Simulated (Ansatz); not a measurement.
**C2H5AlF2: basis-set convergence**

Aim: see how fast density functionals converge with the basis set for C2H5AlF2.

Computed with Ansatz 0.2.0, Gaussian basis. Level: one geometry, several basis sets.

Levels to be run: PBE0-D4/def2-SVP; ωB97M-V/def2-SVP; PBE0-D4/def2-QZVPP; ωB97M-V/def2-QZVPP; the functionals' def2-TZVPP values are taken from earlier runs.

### Step 1. The geometry

All runs share one geometry, relaxed beforehand with PBE0-D4 in a triple-zeta def2 set.

10 atoms, charge 0, spin multiplicity 1.

Atoms are counted from 1 here; the program's logs count them from 0.

Bond lengths: C1–Al2 1.941 Å, C1–H6 1.095 Å, C1–H7 1.092 Å, C1–H8 1.095 Å, Al2–C3 2.019 Å, Al2–H9 1.588 Å, C3–F4 1.381 Å, C3–F5 1.382 Å, C3–H10 1.097 Å. Angles: Al2–C1–H6 110.9°, Al2–C1–H7 112.3°, Al2–C1–H8 110.8°, H6–C1–H7 108.1°, H6–C1–H8 106.4°, H7–C1–H8 108.1°, C1–Al2–C3 118.0°, C1–Al2–H9 123.9°, C3–Al2–H9 118.1°, Al2–C3–F4 109.0°, Al2–C3–F5 108.8°, Al2–C3–H10 119.6°, F4–C3–F5 106.5°, F4–C3–H10 106.1°, F5–C3–H10 106.1°.

### Step 2. PBE0-D4 in def2-SVP

File in.yaml:

```yaml
crystal:
  periodic: [false, false, false]
  atoms:
    - {symbol: C, position_ang: [-1.149329, -0.976621, 0.786254]}
    - {symbol: Al, position_ang: [0.634075, -0.279121, 0.466767]}
    - {symbol: C, position_ang: [0.867935, 1.087571, -1.000540]}
    - {symbol: F, position_ang: [0.421787, 0.548175, -2.191189]}
    - {symbol: F, position_ang: [0.055188, 2.171963, -0.731838]}
    - {symbol: H, position_ang: [-1.169391, -2.065276, 0.671198]}
    - {symbol: H, position_ang: [-1.888936, -0.549808, 0.105648]}
    - {symbol: H, position_ang: [-1.471141, -0.767811, 1.811830]}
    - {symbol: H, position_ang: [1.918748, -0.717784, 1.291252]}
    - {symbol: H, position_ang: [1.864064, 1.497515, -1.206284]}
basis:
  gaussian: {orbitals: def2-SVP}
hamiltonian: {xc: pbe0, dispersion: d4}
output: {orbitals: {seedname: orbitals}}
```

Run with:

```console
> ansatz run in.yaml --threads 4 --pin off --events-out ev --progress --plain --max-ram 10444MiB
```

The runs that follow: ωB97M-V in def2-SVP; PBE0-D4 in def2-QZVPP; ωB97M-V in def2-QZVPP.

Before running them: what should the planned runs give, taken together? Wanted: PBE0-D4: double and triple zeta above quadruple; ωB97M-V: double and triple zeta above quadruple.

The runs gave:

| quantity | value |
| --- | --- |
| PBE0-D4: double and triple zeta above quadruple | 12.07, 0.61 eV |
| ωB97M-V: double and triple zeta above quadruple | 12.31, 0.59 eV |

For PBE0-D4 the step from double to triple zeta gains 11.46 eV and the next only 0.61 eV. These are total energies; as a rule much of such shifts cancels in differences, which this series doesn't test.
